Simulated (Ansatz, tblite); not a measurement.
# Ge12H22 bond rod (Ge₁₂NH₂₃): one state, many levels

An exercise on one series of results from a longer session: the logs are not shown, and one member is left open.

Computed with Ansatz 0.2.0, Gaussian basis. Level: as each input shows.

The runs, in order: GFN1-xTB, GFN2-xTB, PBE-D4/def2-SVP, r2SCAN-D4/def2-SVP, B2PLYP/def2-SVP, PBE-QIDH/def2-SVP, r2SCAN0-D4/def2-SVP, PBE0-D4/def2-TZVP, PBE-D4/def2-TZVP, HF/6-31G, B3LYP-D4/6-31G, MP2/def2-SVP, RPA/def2-SVP.

## The relaxed structure

The singlet was relaxed beforehand with PBE-D4/def2-SVP.

36 atoms, charge 0, spin multiplicity 1.

Bond lengths: Ge1–Ge7 2.445 Å, Ge1–Ge9 2.443 Å, Ge1–H14 1.555 Å, Ge1–H15 1.557 Å, Ge2–Ge8 2.447 Å, Ge2–Ge10 2.462 Å, Ge2–H16 1.559 Å, Ge2–H17 1.560 Å, Ge3–Ge7 2.445 Å, Ge3–Ge11 2.444 Å, Ge3–H18 1.555 Å, Ge3–H19 1.557 Å, Ge4–Ge8 2.444 Å, Ge4–Ge12 2.443 Å, Ge4–H20 1.556 Å, Ge4–H21 1.557 Å, Ge5–Ge8 2.448 Å, Ge5–Ge9 2.445 Å and more. Angles: Ge7–Ge1–Ge9 109.4°, Ge7–Ge1–H14 109.5°, Ge7–Ge1–H15 110.1°, Ge9–Ge1–H14 108.8°, Ge9–Ge1–H15 111.2°, H14–Ge1–H15 107.8°, Ge8–Ge2–Ge10 108.5°, Ge8–Ge2–H16 110.5°, Ge8–Ge2–H17 109.2°, Ge10–Ge2–H16 110.0°, Ge10–Ge2–H17 111.3°, H16–Ge2–H17 107.2°, Ge7–Ge3–Ge11 109.6°, Ge7–Ge3–H18 109.4°, Ge7–Ge3–H19 110.0°, Ge11–Ge3–H18 108.9°, Ge11–Ge3–H19 111.1°, H18–Ge3–H19 107.8° and more.

As a file:

| atom | x (Å) | y (Å) | z (Å) |
| --- | --- | --- | --- |
| Ge1 | -1.9595 | 0.5680 | -3.5787 |
| Ge2 | -2.0670 | 0.4508 | 1.7067 |
| Ge3 | 0.8867 | -2.3031 | -3.6266 |
| Ge4 | 0.7735 | -2.4018 | 1.7749 |
| Ge5 | 0.9000 | 0.5139 | -0.8783 |
| Ge6 | 0.8340 | 0.5865 | 4.4543 |
| Ge7 | -0.6136 | -0.9213 | -4.9753 |
| Ge8 | -0.6070 | -0.9720 | 0.3528 |
| Ge9 | -0.4823 | 1.9911 | -2.2512 |
| Ge10 | -0.6591 | 1.9424 | 3.0682 |
| Ge11 | 2.3422 | -0.8676 | -2.2880 |
| Ge12 | 2.1983 | -0.9447 | 3.1222 |
| N13 | -1.5468 | 3.1174 | 4.2243 |
| H14 | -2.8396 | -0.2787 | -2.6162 |
| H15 | -2.9113 | 1.4199 | -4.4684 |
| H16 | -2.9735 | -0.4178 | 2.6309 |
| H17 | -3.0099 | 1.2625 | 0.7662 |
| H18 | 0.0454 | -3.1974 | -2.6725 |
| H19 | 1.7198 | -3.2417 | -4.5474 |
| H20 | -0.1050 | -3.2878 | 2.7049 |
| H21 | 1.6432 | -3.3428 | 0.8908 |
| H22 | 1.7396 | 1.3358 | 0.1470 |
| H23 | -0.0428 | -0.2650 | 5.4205 |
| H24 | 1.7393 | 1.5004 | 5.3295 |
| H25 | -1.5298 | -1.8158 | -5.8607 |
| H26 | 0.2513 | -0.0465 | -5.9292 |
| H27 | -1.4161 | -1.8227 | -0.6735 |
| H28 | -1.3092 | 2.9435 | -1.3386 |
| H29 | 0.3912 | 2.8663 | -3.1960 |
| H30 | -2.1430 | 3.7791 | 3.7099 |
| H31 | -2.1576 | 2.6154 | 4.8817 |
| H32 | 0.1662 | 2.8524 | 2.1126 |
| H33 | 3.2914 | -1.7237 | -1.3994 |
| H34 | 3.2198 | 0.0094 | -3.2273 |
| H35 | 3.1177 | -1.7812 | 4.0591 |
| H36 | 3.1133 | -0.1230 | 2.1705 |

PBE0-D4/def2-SVP was run before; its log isn't repeated, and its numbers join the tables.

The first run:

Tight binding, by tblite at 300 K electronic temperature and without a spin-polarisation term:

```python
tblite.interface.Calculator('GFN1-xTB', numbers, positions, charge=0, uhf=0).singlepoint()
```

Tight binding, by tblite at 300 K electronic temperature and without a spin-polarisation term:

```python
tblite.interface.Calculator('GFN2-xTB', numbers, positions, charge=0, uhf=0).singlepoint()
```

start.molden holds the orbitals of an earlier run on this state, given as this run's starting guess.

The input, in.yaml:

```yaml
crystal:
  periodic: [false, false, false]
  atoms:
    - {symbol: Ge, position_ang: [-1.959521, 0.567982, -3.578728]}
    - {symbol: Ge, position_ang: [-2.067010, 0.450837, 1.706664]}
    - {symbol: Ge, position_ang: [0.886740, -2.303124, -3.626571]}
    - {symbol: Ge, position_ang: [0.773518, -2.401793, 1.774917]}
    - {symbol: Ge, position_ang: [0.899996, 0.513936, -0.878256]}
    - {symbol: Ge, position_ang: [0.834006, 0.586508, 4.454297]}
    - {symbol: Ge, position_ang: [-0.613561, -0.921337, -4.975271]}
    - {symbol: Ge, position_ang: [-0.606998, -0.971981, 0.352802]}
    - {symbol: Ge, position_ang: [-0.482319, 1.991067, -2.251218]}
    - {symbol: Ge, position_ang: [-0.659081, 1.942356, 3.068225]}
    - {symbol: Ge, position_ang: [2.342245, -0.867645, -2.287964]}
    - {symbol: Ge, position_ang: [2.198297, -0.944734, 3.122240]}
    - {symbol: N, position_ang: [-1.546825, 3.117368, 4.224326]}
    - {symbol: H, position_ang: [-2.839586, -0.278712, -2.616199]}
    - {symbol: H, position_ang: [-2.911314, 1.419912, -4.468387]}
    - {symbol: H, position_ang: [-2.973451, -0.417831, 2.630894]}
    - {symbol: H, position_ang: [-3.009850, 1.262525, 0.766242]}
    - {symbol: H, position_ang: [0.045400, -3.197401, -2.672544]}
    - {symbol: H, position_ang: [1.719838, -3.241732, -4.547431]}
    - {symbol: H, position_ang: [-0.104987, -3.287772, 2.704860]}
    - {symbol: H, position_ang: [1.643151, -3.342845, 0.890765]}
    - {symbol: H, position_ang: [1.739557, 1.335751, 0.147044]}
    - {symbol: H, position_ang: [-0.042754, -0.265004, 5.420490]}
    - {symbol: H, position_ang: [1.739253, 1.500436, 5.329533]}
    - {symbol: H, position_ang: [-1.529775, -1.815777, -5.860657]}
    - {symbol: H, position_ang: [0.251307, -0.046529, -5.929195]}
    - {symbol: H, position_ang: [-1.416131, -1.822703, -0.673494]}
    - {symbol: H, position_ang: [-1.309211, 2.943499, -1.338559]}
    - {symbol: H, position_ang: [0.391243, 2.866313, -3.196020]}
    - {symbol: H, position_ang: [-2.142994, 3.779093, 3.709934]}
    - {symbol: H, position_ang: [-2.157646, 2.615414, 4.881711]}
    - {symbol: H, position_ang: [0.166222, 2.852415, 2.112629]}
    - {symbol: H, position_ang: [3.291353, -1.723692, -1.399397]}
    - {symbol: H, position_ang: [3.219830, 0.009408, -3.227272]}
    - {symbol: H, position_ang: [3.117745, -1.781185, 4.059097]}
    - {symbol: H, position_ang: [3.113337, -0.122995, 2.170462]}
basis:
  gaussian: {orbitals: def2-SVP, fitting: {mean_field: def2-universal-jkfit}, initial_orbitals: start.molden}
hamiltonian: {xc: pbe, dispersion: d4}
scf: {omitted_lower_state_checks: [starts]}
output: {forces: true, orbitals: {seedname: orbitals}}
```

Launch:

```sh
$ ansatz run in.yaml --threads 2 --pin off --events-out ev --progress --plain --max-ram 32768MiB --backend cuda --devices 0, --max-vram 18GiB
```

Steps of the session up to this table: PBE-D4/def2-SVP; r2SCAN-D4/def2-SVP; B2PLYP/def2-SVP; PBE-QIDH/def2-SVP; r2SCAN0-D4/def2-SVP; PBE0-D4/def2-TZVP; PBE-D4/def2-TZVP; HF/6-31G; B3LYP-D4/6-31G; MP2/def2-SVP; RPA/def2-SVP.

One of the session's tables, all rows but one given; the rest of the session is left out.

It belongs to the step «Binding energy». 

| level | binding an atom (eV) |
| --- | --- |
| HF/6-31G | ? |
| HF/def2-SVP | 2.018 |
| PBE-D4/def2-SVP | 2.848 |
| PBE-D4/def2-TZVP | 2.850 |
| r2SCAN-D4/def2-SVP | 2.872 |
| B3LYP-D4/6-31G | 2.777 |
| PBE0-D4/def2-SVP | 2.842 |
| PBE0-D4/def2-TZVP | 2.843 |
| r2SCAN0-D4/def2-SVP | 2.850 |
| MP2/def2-SVP | 2.656 |

Estimate the missing values for HF/6-31G.

As computed: binding an atom (eV): 1.866. In the column «binding an atom (eV)» it is the lowest.

Limits of these values: Free atoms were run apart at each level; binding is atoms less cluster, divided by the number of atoms, without zero-point or spin-orbit terms.
